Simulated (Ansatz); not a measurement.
# Ta4NiO11 (P1) in Ansatz: band structure with r2SCAN

Aim: the band structure of Ta4NiO11 with r2SCAN.

Everything below comes from runs of Ansatz 0.2.0. Logs are shortened: lines on timing, memory, paths and dates and some standing lists are left out, and cuts for length are marked.

### 1 The structure

The typed cell holds 16 atoms: a = 5.293 Å, b = 5.336 Å, c = 7.911 Å, α = 90.30°, β = 93.72°, γ = 90.45°.

The cell was built by a generator and needn't be a form met in nature.

### 2 Band structure, r2SCAN, collinear spin, ferromagnetic start

Input file input.yaml:

```yaml
crystal:
  lattice:
    - [5.29285, -0.00032, -0.02518]
    - [-0.0419, 5.33569, 0.0234]
    - [-0.4762, -0.07999, 7.89609]
  atoms:
    - { symbol: Ta, position: [0.52261, 0.46364, 0.51843] }
    - { symbol: Ta, position: [0.55532, 0.53163, 0.98083] }
    - { symbol: Ta, position: [0.02338, 0.98832, 0.50961] }
    - { symbol: Ta, position: [0.04916, 0.02484, 0.01689] }
    - { symbol: Ni, position: [0.06538, 0.57998, 0.26898], spin: 1.0 }
    - { symbol: O, position: [0.96711, 0.93834, 0.23892] }
    - { symbol: O, position: [0.21005, 0.28324, 0.4299] }
    - { symbol: O, position: [0.27287, 0.71995, 0.06145] }
    - { symbol: O, position: [0.33888, 0.2382, 0.03682] }
    - { symbol: O, position: [0.30665, 0.75341, 0.45874] }
    - { symbol: O, position: [0.50103, 0.44858, 0.74991] }
    - { symbol: O, position: [0.70564, 0.16332, 0.48732] }
    - { symbol: O, position: [0.73302, 0.83358, 0.9406] }
    - { symbol: O, position: [0.85284, 0.36497, 0.07896] }
    - { symbol: O, position: [0.81889, 0.65561, 0.47584] }
    - { symbol: O, position: [0.07718, 0.01239, 0.7468] }
hamiltonian:
  xc: r2scan
  pseudopotentials: { kind: paw }
magnetization:
  spin_polarized: true
kpoints:
  mp_grid: { grid: [5, 5, 4] }
  band_path:
    path:
      - [[0.0, 0.5, 0.0], [0.0, 0.0, 0.0], [0.0, 0.0, -0.5]]
      - [[0.0, 0.5, -0.5], [0.0, 0.0, 0.0], [-0.5, 0.0, 0.5]]
      - [[-0.5, 0.5, 0.5], [0.0, 0.0, 0.0], [-0.5, 0.0, 0.0]]
      - [[-0.5, 0.5, 0.0], [0.0, 0.0, 0.0]]
    npoints: 10
scf:
  occupations: { method: fermi_dirac, width: 0.05 }
  n_extra_bands: 40
output:
  forces: true
  stress: true
  eigenvalues: true
  fatbands: false
```

Potentials or basis: Ansatz PAW.

On the command line:

```
> ansatz run input.yaml --threads 8 --pin off --max-ram 20480MiB --backend cpu --events-out ev --progress --plain --runs-dir out
```

Standard output:

```text
Warning: RAYON_NUM_THREADS=8 ignored (pool sized by the plan → 8); use --threads N
scf.n_extra_bands = 40 over 68 filled bands (N_el = 136.0): the run solves 108 bands
Engine: ansatz 0.2.0, aarch64-unknown-linux-gnu
Pseudopotentials: kind: paw
Pseudopotential: Ta, paw, valence charge 13, recommended cutoff 500 eV (meta_gga), Ta.paw.azcp
Pseudopotential: Ni, paw, valence charge 18, recommended cutoff 500 eV (meta_gga), Ni.paw.azcp
Pseudopotential: O, paw, valence charge 6, recommended cutoff 500 eV (meta_gga), O.paw.azcp
Functional definition: r2SCAN
  parameter k0 = 0.174
  parameter k1 = 0.065
  parameter a1 = 4.9479
  exchange = r2scan_x(k0 = k0, k1 = k1, a1 = a1)
  correlation = r2scan_c
Crystal: 16 atoms, lattice volume = 222.939 Å³
Basis set: ecut = 500 eV, 5707 PW (Γ), exchange–correlation on 160×160×240 points (64 copies of the dense FFT grid, shifted against one another)
Bands: 108, of which v1, the nominal top of the filled ones, is band 68 counted from 1 (67 counted from 0)
Symmetry: 1 space group operations
Space group: P1 (ITA 1), of the structure as read, at distance tolerance 6.1e-5 Å
Magnetic group: BNS 1.1 (UNI 1), of the structure as read, at distance tolerance 6.1e-5 Å
k-points: 51 of 100 (time reversal used)
Non-local potential: Ta, projectors of the file, l = 0: 3, l = 1: 2, l = 2: 2, l = 3: 1
Non-local potential: Ni, projectors of the file, l = 0: 3, l = 1: 2, l = 2: 3, l = 3: 1
Non-local potential: O, projectors of the file, l = 0: 2, l = 1: 2, l = 2: 1
PAW form: soft (Blöchl's): semilocal exchange-correlation on the pseudo side does not see the compensation charge
PAW frozen core: Ta, regenerated for the run's functional (the file was generated under x = pbe(κ = 0.804, μ = 0.2195149727645171), c = pbe(β = 0.06672455060314922))
PAW frozen core: Ni, regenerated for the run's functional (the file was generated under x = pbe(κ = 0.804, μ = 0.2195149727645171), c = pbe(β = 0.06672455060314922))
PAW frozen core: O, regenerated for the run's functional (the file was generated under x = pbe(κ = 0.804, μ = 0.2195149727645171), c = pbe(β = 0.06672455060314922))
PAW one-centre angular grid: Ta, 590 points (default); XC on 160 Gauss nodes
PAW one-centre angular grid: Ni, 590 points (default); XC on 160 Gauss nodes
PAW one-centre angular grid: O, 302 points (default); XC on 160 Gauss nodes
Initial density: superposition of atomic densities (chi_scale 0.1, normalization cell, long waves kept (reshape's long-wave potential 0.14 eV rms))
Starting moments: Σ|m| = 1 μB on 1 of 16 sites
Initial wavefunctions: pseudopotential atomic-orbital guess
Functional: x = r2scan, c = r2scan; τ floored in thin density (d = 2e-4 eV/Å³)
[... 18 lines left out ...]
SCF iter  15: F=—  HF=-51891.511870 eV  |F-HF|=—  |Δ(HF+E_count)|=   2.21e-6  Δρ=5.26e-6 (↑4.67e-6 ↓5.26e-6)  dr2=1.62e-7  dr2_τ=1.76e-9  dr2_m=1.96e-9  M=2.000 μB ∫|m|=2.102 μB  β_m=1.00  ethr=4.21e-10  ⟨swp⟩=2.0  Hψ=17952  notcnv=0  defer=3362  κ⁻¹=2.4e-6(r=8)
SCF iter  16: F=—  HF=-51891.511871 eV  |F-HF|=—  |Δ(HF+E_count)|=   4.09e-7  Δρ=3.67e-6 (↑2.80e-6 ↓3.67e-6)  dr2=4.68e-8  dr2_τ=3.50e-10  dr2_m=9.09e-10  M=2.000 μB ∫|m|=2.102 μB  β_m=1.00  ethr=1.19e-10  ⟨swp⟩=2.0  Hψ=17952  notcnv=0  defer=3362  κ⁻¹=2.1e-6(r=8)
SCF iter  17: F=-51891.511871 eV  HF=-51891.511871 eV  |F-HF|=2.66e-9  |Δ(HF+E_count)|=   7.50e-8  Δρ=4.07e-6 (↑2.31e-6 ↓4.07e-6)  dr2=5.31e-8  dr2_τ=4.19e-10  dr2_m=2.51e-9  M=2.000 μB ∫|m|=2.102 μB  ethr=3.44e-11  ⟨swp⟩=9.9  Hψ=60382  notcnv=0
SCF 1 converged in 17 iterations: F = -51891.511871 eV  dr2 = 5.31e-8
this state was not tested for a lower state beside it, because the mixer in use, unlike msr1, does not test its closes by its own steps (another_mixer; see scf.mixing.algorithm and scf.lower_state_search)
NSCF: frozen V_eff on 74 k-points
SCF converged after 17 iterations
Magnetization: 2.0000 μB (69.0000 up, 67.0000 down)
Absolute magnetization: 2.1017 μB (∫|ρ↑−ρ↓|, with the PAW one-centre terms)
Spin contamination: 0.0044 ħ² per cell (⟨S²⟩ above its minimum at these occupations)
Per-site moments (μB) at R_I (Å): [(0.0014303178153920757, 0.7607659291198434), (0.0017373181925223217, 0.7758208060523252), (5.93854481546082e-5, 0.7767540663396234), (0.0016052705692061785, 0.7817019062428938), (1.6216024645565519, 0.8237619090664448), (0.07131065040585687, 0.7817019062428938), (0.03060979868057365, 0.8163890705282184), (0.04715551029355657, 0.8033058943111275), (0.0015821914061385047, 0.7839108297365748), (0.05887700080441408, 0.8131440673273178), (0.0012459268276180239, 0.7607659291198434), (0.0013839384517501676, 0.7846674614680175), (0.0023165255594374025, 0.7828853763416509), (0.03421341246444412, 0.7981614506804643), (0.04026349052848646, 0.7901011777137245), (0.0023296335335701206, 0.7767540663396234)]
Free energy (F): -51891.511871 eV
Harris-Foulkes:  -51891.511871 eV  (|F-HF|=2.66e-9)
Internal energy: -51891.511871 eV  (E = F + TS)
E sigma→0 (E₀):  -51891.511871 eV
Fermi energy:    8.101272 eV
--- Per-component energies (eV) ---
  E_band       = -1712.771688
  E_kinetic    = 3655.634062
  E_local      = -14640.756882  (includes V_loc(G=0)·N_el)
  E_nonlocal   = 1227.599910
  E_hartree    = 5760.355833
  E_xc         = -1692.184557
  E_vxc        = -2150.016800  (∫ρ·V_xc dr)
  E_paw        = -37099.940210  (= ΣΔE_a)
  E_vpaw       = -1453.354497  (= ΣTr[D̂ρ^β])
  E_aug_tail   = 0.011740  (compensation charges beyond the density's cutoff)
  E_vtau       = 127.413609  (kinetic-family band-sum trace: ∫τ·v_τ [+ j·A + Jᵃ·Aᵃ] dr)
  E_ewald      = -9098.555228
  E_core_change = -3.676540  (= ΣΔE_core)
  E_smearing   = -0.000000  (= −TS)
  E_closure    = -0.000000  (closes the sum)
  Σ components = -51891.511871   (vs F -51891.511871, Δ=0.00e0)
--- Forces (eV/Å), atoms counted from 1 ---
  atom   1  Ta     0.04595198     0.02911223     0.21800264
  atom   2  Ta    -0.03598744     0.07408705    -0.17971265
  atom   3  Ta    -0.02847339     0.07315390     0.01756930
  atom   4  Ta     0.03535305    -0.08919454     0.28023032
  atom   5  Ni    -0.03388254    -0.03100580     0.02151667
  atom   6  O      0.14559066    -0.00837467    -0.20193163
[... 8 lines left out ...]
  atom  15  O     -0.09505537    -0.03384718    -0.01875230
  atom  16  O     -0.03451008    -0.00056797    -0.20178453
  max |Σ_I F_I| component: 4.02e-5 eV/Å
--- Stress (GPa, compression-positive) ---
       -4.834092      -0.055901       0.139280
       -0.055887      -5.067401       0.090919
        0.139445       0.091250      -4.734185
  P = ⅓ Tr σ = -4.8786 GPa (-48.786 kbar)
--- Band table (eV; the first three rows and the last of 102) ---
  k-point 0 ↑: bands = ["-101.0402", "-63.0133", "-62.9644", "-62.9155", "-62.8543", "-60.0097", "-59.9798", "-59.8040", "-29.2170", "-29.0223", "-28.9215", "-28.9152", "-28.8876", "-28.8288", "-28.7963", "-28.7462", "-28.7151", "-28.6923", "-28.6659", "-28.6592", "-12.5859", "-12.2326", "-12.0330", "-11.6915", "-11.4318", "-11.2602", "-10.9810", "-10.9030", "-10.6003", "-10.3657", "-10.0493", "0.8071", "0.9332", "1.0302", "1.1065", "1.1546", "1.3913", "1.5603", "1.7179", "1.8876", "2.0923", "2.2675", "2.4569", "2.5890", "2.8226", "2.9119", "3.2399", "3.5499", "3.7990", "3.8424", "4.0609", "4.3139", "4.5438", "4.8033", "4.8714", "4.9727", "5.1143", "5.2344", "5.3032", "5.4088", "5.4968", "5.7065", "5.7854", "5.8221", "5.9654", "6.1661", "6.2869", "6.5864", "6.7433", "9.9218", "10.0413", "10.3603", "10.5905", "10.7052", "11.1530", "11.5365", "11.9674", "12.2650", "12.4231", "12.5480", "12.7208", "12.9634", "13.1505", "13.9377", "14.3044", "14.6358", "14.7779", "15.4591", "15.8165", "16.6721", "17.1035", "17.2738", "17.4479", "17.6205", "18.0501", "18.7453", "19.2164", "19.6690", "19.8523", "20.2244", "20.5904", "20.6469", "21.1573", "21.3295", "21.5817", "22.0122", "22.1174", "22.3932"]
  k-point 1 ↑: bands = ["-101.0402", "-63.0133", "-62.9644", "-62.9155", "-62.8543", "-60.0097", "-59.9798", "-59.8040", "-29.2159", "-29.0235", "-28.9214", "-28.9151", "-28.8873", "-28.8284", "-28.7907", "-28.7440", "-28.7158", "-28.6935", "-28.6684", "-28.6636", "-12.5506", "-12.2883", "-11.9973", "-11.6913", "-11.4219", "-11.1849", "-10.9792", "-10.9021", "-10.6034", "-10.4909", "-10.0501", "0.7820", "0.9479", "1.0429", "1.1272", "1.1847", "1.4930", "1.5871", "1.7427", "1.8676", "2.2128", "2.3190", "2.5209", "2.6542", "2.8949", "2.9370", "3.0263", "3.4602", "3.5585", "3.8539", "4.0043", "4.2702", "4.5297", "4.7247", "4.8156", "4.9454", "5.0551", "5.2510", "5.3473", "5.4159", "5.6392", "5.6953", "5.7780", "5.8690", "5.9360", "6.1578", "6.3027", "6.5660", "6.7481", "9.9182", "10.0375", "10.4319", "10.7563", "10.8812", "11.1711", "11.5542", "11.9727", "12.2159", "12.3329", "12.5094", "12.7603", "12.9982", "13.1305", "13.4027", "14.1077", "14.7304", "15.0211", "15.3283", "16.0581", "16.6977", "17.0892", "17.2309", "17.5154", "17.7250", "18.1707", "18.6479", "19.1547", "19.3160", "19.8164", "20.1408", "20.5141", "20.9483", "21.1686", "21.4436", "21.6844", "21.8544", "22.2924", "22.5459"]
  k-point 2 ↑: bands = ["-101.0402", "-63.0133", "-62.9644", "-62.9155", "-62.8543", "-60.0097", "-59.9798", "-59.8040", "-29.2148", "-29.0247", "-28.9213", "-28.9151", "-28.8871", "-28.8280", "-28.7847", "-28.7401", "-28.7174", "-28.6959", "-28.6743", "-28.6646", "-12.4996", "-12.3524", "-11.9697", "-11.6912", "-11.4157", "-11.0620", "-10.9675", "-10.8958", "-10.6903", "-10.5906", "-10.0507", "0.7404", "0.9580", "1.0498", "1.1304", "1.2149", "1.5067", "1.6926", "1.8384", "1.9802", "2.2527", "2.2993", "2.6794", "2.7763", "2.7960", "2.9651", "3.0275", "3.2264", "3.4662", "3.7308", "3.9449", "4.2481", "4.3137", "4.6301", "4.8302", "4.8870", "5.0533", "5.2378", "5.3619", "5.5456", "5.6866", "5.6987", "5.8390", "5.8814", "5.9505", "6.1403", "6.3124", "6.5431", "6.7532", "9.9124", "10.0391", "10.4730", "10.8314", "11.1948", "11.4635", "11.7642", "11.7833", "12.0699", "12.1577", "12.3517", "12.6982", "12.9332", "13.0362", "13.2388", "13.7467", "14.9922", "15.1881", "15.4992", "16.0350", "16.7000", "17.0538", "17.2170", "17.5055", "17.7948", "18.5039", "18.6940", "18.9491", "19.1166", "19.2738", "20.2309", "20.6848", "21.0733", "21.1336", "21.6201", "21.7862", "21.9398", "22.2766", "22.6351"]
  k-point 50 ↓: bands = ["-97.9657", "-63.0112", "-62.9622", "-62.9131", "-62.8542", "-57.0421", "-56.9888", "-56.9604", "-29.2144", "-29.0227", "-28.9093", "-28.8894", "-28.8615", "-28.8047", "-28.7943", "-28.7631", "-28.7396", "-28.6994", "-28.6761", "-28.6669", "-12.3903", "-11.9269", "-11.5796", "-11.4997", "-11.4121", "-11.2221", "-11.0999", "-10.9492", "-10.9416", "-10.4406", "-10.2420", "0.8163", "1.0207", "1.3108", "1.3966", "1.4884", "1.5934", "1.9432", "2.0675", "2.1783", "2.4970", "2.5971", "2.8003", "2.9356", "3.1141", "3.3599", "3.4868", "3.6793", "3.8062", "4.0133", "4.1349", "4.3017", "4.5456", "4.7654", "4.8341", "4.9371", "5.0778", "5.2289", "5.3571", "5.5244", "5.6100", "5.6929", "5.8032", "5.9709", "6.4038", "6.5095", "6.6306", "9.4170", "9.7348", "10.3550", "10.5216", "10.8306", "10.9994", "11.0518", "11.3980", "11.6013", "11.7555", "12.0854", "12.2868", "12.4718", "12.5676", "12.9823", "13.5794", "13.8672", "14.6495", "15.0912", "15.2667", "15.7765", "15.8558", "16.2337", "16.6966", "16.9573", "17.2129", "18.0927", "18.5356", "18.6551", "19.0143", "19.2631", "19.9011", "20.4080", "20.6623", "21.0137", "21.1454", "21.3542", "21.7204", "21.8178", "22.3220", "22.7691"]
```

Run time: 3.9 min. Hardware: 8 threads of Arm Neoverse V1, shared host; peak memory 3.5 GiB.

Results:

```
Free energy             : -51891.5119 eV
Pressure                : -4.9 GPa
Largest force           : 0.296 eV/Å
Band gap on the k mesh  : 2.64 eV, indirect (least direct gap 2.73 eV)
Band gap along the path : 2.63 eV, indirect (least direct gap 2.72 eV)
Net moment              : 2.00 μB per cell
Absolute moment         : 2.10 μB per cell
Site moments            : Ta +0.00; Ni +1.62; O +0.07, +0.03, +0.05, +0.00, +0.06, +0.04 μB
```

Forces in eV/Å, atoms in the order of the input:
```
Ta   0.046  0.029  0.218
Ta  -0.036  0.074 -0.180
Ta  -0.028  0.073  0.018
Ta   0.035 -0.089  0.280
Ni  -0.034 -0.031  0.022
O    0.146 -0.008 -0.202
O    0.064  0.011  0.081
O    0.087 -0.046 -0.073
O   -0.140  0.020 -0.028
O   -0.065 -0.157  0.022
O    0.070  0.076 -0.043
O    0.094  0.138  0.049
O    0.047 -0.177  0.139
O   -0.155  0.122 -0.082
O   -0.095 -0.034 -0.019
O   -0.035 -0.001 -0.202
```

Stress tensor (GPa, compression positive):
```
-4.83 -0.06  0.14
-0.06 -5.07  0.09
 0.14  0.09 -4.73
```

Levels at the corners of the path, in eV from the valence-band top:
Spin up:
| point | band 67 | band 68 | band 69 | band 70 | band 71 | band 72 |
| --- | --- | --- | --- | --- | --- | --- |
| X | -0.52 | -0.34 | -0.18 | 3.50 | 3.77 | 3.85 |
| Γ | -0.47 | -0.17 | -0.01 | 3.17 | 3.29 | 3.61 |
| Y | -0.44 | -0.21 | 0.00 | 3.16 | 3.29 | 3.72 |
| L | -0.50 | -0.34 | -0.17 | 3.51 | 3.78 | 3.99 |
| Γ | -0.47 | -0.17 | -0.01 | 3.17 | 3.29 | 3.61 |
| Z | -0.52 | -0.39 | 0.00 | 3.59 | 3.70 | 4.10 |
| N | -0.75 | -0.62 | -0.10 | 3.58 | 3.91 | 4.34 |
| Γ | -0.47 | -0.17 | -0.01 | 3.17 | 3.29 | 3.61 |
| M | -0.57 | -0.39 | -0.02 | 3.53 | 3.68 | 3.83 |
| R | -0.85 | -0.61 | -0.09 | 3.58 | 3.79 | 4.03 |
| Γ | -0.47 | -0.17 | -0.01 | 3.17 | 3.29 | 3.61 |
Spin down:
| point | band 64 | band 65 | band 66 | band 67 | band 68 | band 69 | band 70 | band 71 |
| --- | --- | --- | --- | --- | --- | --- | --- | --- |
| X | -0.57 | -0.36 | -0.22 | -0.05 | 2.81 | 2.98 | 3.56 | 3.84 |
| Γ | -0.72 | -0.27 | -0.08 | -0.05 | 2.86 | 2.93 | 3.22 | 3.33 |
| Y | -0.70 | -0.27 | -0.08 | -0.03 | 2.88 | 2.95 | 3.22 | 3.31 |
| L | -0.70 | -0.37 | -0.20 | -0.06 | 2.87 | 3.03 | 3.55 | 3.83 |
| Γ | -0.72 | -0.27 | -0.08 | -0.05 | 2.86 | 2.93 | 3.22 | 3.33 |
| Z | -0.67 | -0.36 | -0.21 | -0.10 | 2.72 | 3.00 | 3.63 | 3.83 |
| N | -0.81 | -0.44 | -0.31 | -0.14 | 2.63 | 2.97 | 3.61 | 3.96 |
| Γ | -0.72 | -0.27 | -0.08 | -0.05 | 2.86 | 2.93 | 3.22 | 3.33 |
| M | -0.67 | -0.34 | -0.18 | -0.12 | 2.75 | 2.99 | 3.64 | 3.72 |
| R | -0.69 | -0.39 | -0.30 | -0.12 | 2.66 | 2.99 | 3.62 | 3.82 |
| Γ | -0.72 | -0.27 | -0.08 | -0.05 | 2.86 | 2.93 | 3.22 | 3.33 |

Caveat: the magnetic or orbital state may not be the lowest; spin-orbit coupling is left out, which moves the levels of the heavy elements; a cell with one magnetic atom can't hold antiferromagnetic order, which such compounds often take; the PAW data sets come from PBE, with cores solved anew for the run's functional, which leaves a small shift of forces and pressure. r2SCAN opens gaps a little over a GGA but as a rule still falls short of measured ones.
